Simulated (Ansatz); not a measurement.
# CH₄BNO: up Jacob's ladder to CCSD(T)

One table from this session's results is given with a row withheld; the runs are named, their logs left out.

Program: Ansatz 0.2.0, Gaussian basis. Level of theory: functionals in def2-TZVPP, the program's frozen cores in correlated methods. These are calculated values, not measurements.

Plan: LDA (SPW92), PBE-D4, revPBE-D4, BLYP-D4, r2SCAN-D4, B97M-V, PBE0-D4, B3LYP-D4, r2SCANh-D4, r2SCAN0-D4, HSE06-D4, BHLYP-D4, CAM-B3LYP-D4, LC-ωPBE, ωB97X-V, ωB97M-V, B2PLYP, PBE-QIDH; CCSD(T)/def2-SVP; CCSD(T)/def2-TZVPP; MP2/def2-QZVPP; extrapolation to the limit; RPA on PBE.

## The geometry

An earlier PBE0-D4 in a triple-zeta def2 set relaxation fixed the geometry.

8 atoms, charge 0, spin multiplicity 1.

Atoms are counted from 1 here; the program's logs count them from 0.

Bond lengths: B1–C2 1.557 Å, B1–N3 1.674 Å, B1–H5 1.199 Å, B1–H6 1.198 Å, C2–N3 1.265 Å, C2–O4 1.310 Å, N3–H7 1.011 Å, O4–H8 0.969 Å. Angles: C2–B1–N3 45.9°, C2–B1–H5 118.7°, C2–B1–H6 118.7°, N3–B1–H5 115.0°, N3–B1–H6 115.0°, H5–B1–H6 120.6°, B1–C2–N3 71.9°, B1–C2–O4 154.2°, N3–C2–O4 133.8°, B1–N3–C2 62.1°, B1–N3–H7 163.0°, C2–N3–H7 134.9°, C2–O4–H8 110.7°.

The first run:

File in.yaml:

```yaml
crystal:
  periodic: [false, false, false]
  atoms:
    - {symbol: B, position_ang: [-0.375313, 1.102030, -0.312180]}
    - {symbol: C, position_ang: [-0.280987, -0.405628, 0.065162]}
    - {symbol: N, position_ang: [0.891374, 0.069776, 0.052159]}
    - {symbol: O, position_ang: [-0.775837, -1.593434, 0.311645]}
    - {symbol: H, position_ang: [-0.467814, 1.401130, -1.469074]}
    - {symbol: H, position_ang: [-0.644866, 1.894540, 0.545519]}
    - {symbol: H, position_ang: [1.814916, -0.304735, 0.223936]}
    - {symbol: H, position_ang: [-0.069370, -2.220780, 0.527033]}
basis:
  gaussian: {orbitals: def2-TZVPP}
hamiltonian: {xc: lda}
output: {orbitals: {seedname: orbitals}}
```

Launch:

```console
> ansatz run in.yaml --threads 2 --pin off --events-out ev --progress --plain --max-ram 4352MiB
```

Among the steps run: LDA; PBE-D4 (GGA); revPBE-D4 (GGA); BLYP-D4 (GGA); r2SCAN-D4 (meta-GGA); B97M-V (meta-GGA); PBE0-D4 (hybrid); B3LYP-D4 (hybrid); r2SCANh-D4 (hybrid); r2SCAN0-D4 (hybrid); HSE06-D4 (hybrid); BHLYP-D4 (hybrid); CAM-B3LYP-D4 (range-separated); LC-ωPBE (range-separated); ωB97X-V (range-separated); ωB97M-V (range-separated); B2PLYP (double hybrid); PBE-QIDH (double hybrid).

One table of the session follows, with a row left open; its other results are not shown here.

It belongs to the step «Orbital energies across the functionals». 

```
  functional  HOMO (eV)  gap (eV)
 LDA (SPW92)      -6.45      5.07
      PBE-D4      -6.38      5.28
   revPBE-D4      -6.35      5.35
     BLYP-D4          ?         ?
   r2SCAN-D4      -6.65      5.85
      B97M-V      -6.72      6.03
     PBE0-D4      -7.72      7.80
    B3LYP-D4      -7.55      7.28
  r2SCANh-D4      -7.15      6.77
  r2SCAN0-D4      -7.91      8.15
    HSE06-D4      -7.32      7.00
    BHLYP-D4      -9.03      9.76
CAM-B3LYP-D4      -9.18     10.03
     LC-ωPBE     -10.53     12.69
     ωB97X-V     -10.17     12.17
     ωB97M-V     -10.04     11.56
```

Q: Estimate the row for BLYP-D4 from the others.

Worked estimate for «HOMO (eV)». Against the share of exact exchange, B3LYP-D4 (0.2, -7.55), BHLYP-D4 (0.5, -9.03) give a slope of -4.93 per unit share; at 0 the line stands at -6.56.

The run gave: HOMO (eV): -6.33; gap (eV): 5.35. In «HOMO (eV)» the line misses by -0.23.
